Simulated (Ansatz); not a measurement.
# Ta4Si3Ni10B3: melt and quench, part 2 of 2

The task, for Ta4Si3Ni10B3: make an amorphous cell by melting and quenching in short dynamics.

Ansatz 0.2.0; DFT PBE, scalar-relativistic, plane waves, PAW.

## (4) Single point of the final cell

Contents of input.yaml:

```yaml
crystal:
  lattice:
    - [6.378456, -0.060735, -0.000944]
    - [-0.056403, 5.856374, 0.339722]
    - [-0.004476, 0.36432, 6.456585]
  atoms:
    - { symbol: Ni, position: [0.6745523388, 0.0540554487, 0.2881319991] }
    - { symbol: Ni, position: [0.2649807097, 0.3405280456, 0.1171529821] }
    - { symbol: Ni, position: [0.1288087783, 0.6845147939, 0.8883144099] }
    - { symbol: Ni, position: [0.6198334235, 0.0585477296, 0.7028036331] }
    - { symbol: Ni, position: [0.7839727403, 0.8155374488, 0.9881125904] }
    - { symbol: Ni, position: [0.0659760892, 0.9681457697, 0.2110601123] }
    - { symbol: Ni, position: [0.4191204159, 0.9018678204, 0.0498721516] }
    - { symbol: Ni, position: [0.6461038983, 0.4762444512, 0.2187381344] }
    - { symbol: Ni, position: [0.2364477471, 0.9020941142, 0.573631823] }
    - { symbol: Ni, position: [0.3893421025, 0.3289696825, 0.4926554234] }
    - { symbol: Ta, position: [0.5030652255, 0.5720764221, 0.817335243] }
    - { symbol: Ta, position: [0.8536075527, 0.7181610868, 0.5616119591] }
    - { symbol: Ta, position: [0.9658993504, 0.2458536002, 0.4816224438] }
    - { symbol: Ta, position: [0.8734670677, 0.292482335, 0.950649301] }
    - { symbol: Si, position: [0.4714998033, 0.7187388259, 0.3995334444] }
    - { symbol: Si, position: [0.0051733777, 0.5925789298, 0.2095099018] }
    - { symbol: Si, position: [0.2628519291, 0.1659192214, 0.816044463] }
    - { symbol: B, position: [0.1740207201, 0.5350533383, 0.6168253967] }
    - { symbol: B, position: [0.3559783095, 0.0703458361, 0.3106343933] }
    - { symbol: B, position: [0.9659081859, 0.9855027807, 0.7724081848] }
basis:
  ecutwfc: 420
kpoints:
  mp_grid: { grid: [5, 6, 5] }
hamiltonian:
  xc: pbe
scf:
  occupations: { method: gaussian, width: 0.1 }
  n_extra_bands: 10
output:
  forces: true
  stress: true
  eigenvalues: true
  populations: true
  dos:
    method: { smearing: { sigma: 0.1, scheme: gaussian } }
    projected: true
    de: 0.02
```

Run with:

```bash
$ ansatz run input.yaml --threads 2 --pin off --max-ram 5120MiB --backend cpu --events-out ev --progress --plain --runs-dir out
```

The program printed (excerpt; [...] marks lines left out):

```text
Warning: RAYON_NUM_THREADS=2 ignored (pool sized by the plan → 2); use --threads N
scf.n_extra_bands = 10 over 127 filled bands (N_el = 253.0): the run solves 137 bands
[...]
Pseudopotentials: kind: paw
Pseudopotential: Ni, paw, valence charge 18, recommended cutoff 420 eV (normal), Ni.paw.azcp
Pseudopotential: Ta, paw, valence charge 13, recommended cutoff 420 eV (normal), Ta.paw.azcp
Pseudopotential: Si, paw, valence charge 4, recommended cutoff 420 eV (normal), Si.paw.azcp
[...]
     0     Ni     17.5981
     1     Ni     17.4901
     2     Ni     17.4724
     3     Ni     17.5372
     4     Ni     17.5345
     5     Ni     17.5368
     6     Ni     17.5931
     7     Ni     17.6123
     8     Ni     17.3939
     9     Ni     17.4605
    10     Ta     12.8479
    11     Ta     12.7386
    12     Ta     12.6801
    13     Ta     12.7419
    14     Si      4.1740
    15     Si      4.3184
    16     Si      4.1352
    17      B      3.8130
    18      B      4.0144
    19      B      3.9593
  spilling = 0.009281 (of n_electrons = 253.000000)
```

Run time: 4.2 min. Hardware: 2 threads of Arm Neoverse V2, shared host; peak memory 2 GiB.

By site:

| atom | Löwdin electrons |
| --- | --- |
| Ni1 | 17.60 |
| Ni2 | 17.49 |
| Ni3 | 17.47 |
| Ni4 | 17.54 |
| Ni5 | 17.53 |
| Ni6 | 17.54 |
| Ni7 | 17.59 |
| Ni8 | 17.61 |
| Ni9 | 17.39 |
| Ni10 | 17.46 |
| Ta11 | 12.85 |
| Ta12 | 12.74 |
| Ta13 | 12.68 |
| Ta14 | 12.74 |
| Si15 | 4.17 |
| Si16 | 4.32 |
| Si17 | 4.14 |
| B18 | 3.81 |
| B19 | 4.01 |
| B20 | 3.96 |

The Löwdin counts miss 2.35 of the 253 electrons, which the atomic orbitals do not span, so they are no charges.

From dos.tsv and pdos.tsv, broadened by 0.1 eV: states an atom by window (eV from the Fermi level), up to where the solved bands end:

| from | to | total | Ni 3d | Ta 5d | Si 3p | B 2p | Ni 4s |
| --- | --- | --- | --- | --- | --- | --- | --- |
| -8 | -7 | 0.165 | 0.022 | 0.017 | 0.018 | 0.016 | 0.020 |
| -7 | -6 | 0.196 | 0.028 | 0.020 | 0.043 | 0.040 | 0.033 |
| -6 | -5 | 0.380 | 0.097 | 0.048 | 0.072 | 0.071 | 0.046 |
| -5 | -4 | 0.563 | 0.248 | 0.071 | 0.085 | 0.081 | 0.035 |
| -4 | -3 | 1.137 | 0.766 | 0.151 | 0.061 | 0.060 | 0.043 |
| -3 | -2 | 1.655 | 1.310 | 0.164 | 0.043 | 0.044 | 0.029 |
| -2 | -1 | 1.648 | 1.368 | 0.138 | 0.036 | 0.035 | 0.019 |
| -1 | 0 | 0.836 | 0.553 | 0.154 | 0.035 | 0.031 | 0.019 |
| 0 | 1 | 0.555 | 0.210 | 0.208 | 0.035 | 0.036 | 0.018 |

The projections are the largest ones alone and need not add up to the total; deeper states lie under the table's range.

In this step's main run the largest force is 0.30 eV/Å and the pressure 0.1 GPa.

Neighbours within 1.2 times the sum of the covalent radii:

| atom → neighbour | mean count | mean length (Å) | spread (Å) |
| --- | --- | --- | --- |
| Ni → Ni | 5.20 | 2.58 | 0.13 |
| Ni → Ta | 3.10 | 2.79 | 0.17 |
| Ni → Si | 1.50 | 2.33 | 0.07 |
| Ni → B | 1.30 | 2.09 | 0.09 |
| Ta → Ni | 7.75 | 2.79 | 0.17 |
| Ta → Ta | 3.50 | 3.13 | 0.20 |
| Ta → Si | 2.00 | 2.72 | 0.10 |
| Ta → B | 1.75 | 2.44 | 0.23 |
| Si → Ni | 5.00 | 2.33 | 0.07 |
| Si → Ta | 2.67 | 2.72 | 0.10 |
| Si → B | 0.67 | 2.20 | 0.02 |
| B → Ni | 4.33 | 2.09 | 0.09 |
| B → Ta | 2.33 | 2.44 | 0.23 |
| B → Si | 0.67 | 2.20 | 0.02 |

Coordination numbers: Ni 10-fold × 2, 11-fold × 5, 12-fold × 3; Ta 14-fold × 1, 15-fold × 2, 16-fold × 1; Si 8-fold × 2, 9-fold × 1; B 6-fold × 1, 8-fold × 2.

```
formation energy from the elements (eV/atom) : -0.261
volume (Å³/atom)                             : 12.02
gap on the mesh (eV)                         : 0.00
```

## (5) Summary of the stages

Means over the second half of each stage, earlier sessions' stages included (the first, hottest stages at a lower cutoff are left out); the pressure holds its kinetic part:

| thermostat (K) | duration (fs) | mean T (K) | mean P (GPa) | mean potential energy over the last stage (meV/atom) | largest msd at the end (Å²) | wall time |
| --- | --- | --- | --- | --- | --- | --- |
| 3080 | 200 | 3323 | 18.8 | 311 | 0.79 | 5.4 min |
| 2220 | 136 | 2009 | 11.3 | 211 | 0.34 | 3.6 min |
| 1230 | 124 | 1588 | 8.4 | 121 | 0.49 | 3 min |
| 300 | 166 | 395 | 1.7 | 0 | 0.09 | 3.7 min |

## (6) What came out

The summary covers parts 1 to 2.

| quantity | value |
| --- | --- |
| the quenched liquid (not at rest: largest force 0.30 eV/Å) | formation energy from the elements -0.261 eV/atom; volume 12.02 Å³/atom; gap on the mesh 0.00 eV |

What this shows: The thermostat is lowered by 2780 K within 428 fs (some 7×10^15 K/s), far faster than any real quench. In the hottest stage of the table the atoms move only 0.79 Å² in mean square, too little to forget where they started, so this is no equilibrated liquid. Against the elements the formation energy is -0.26 eV/atom, so even this disordered form lies below the separate elements. In the last cell 2 of 4 Ta atoms have 15 neighbours. One draw a cell, in a box small enough for each atom to feel its images: these are samples, not averages. Spin-orbit coupling is left out, which matters for the bands of Ta. Spin polarisation is off in the runs that give these values; a magnetic solution could lie lower.
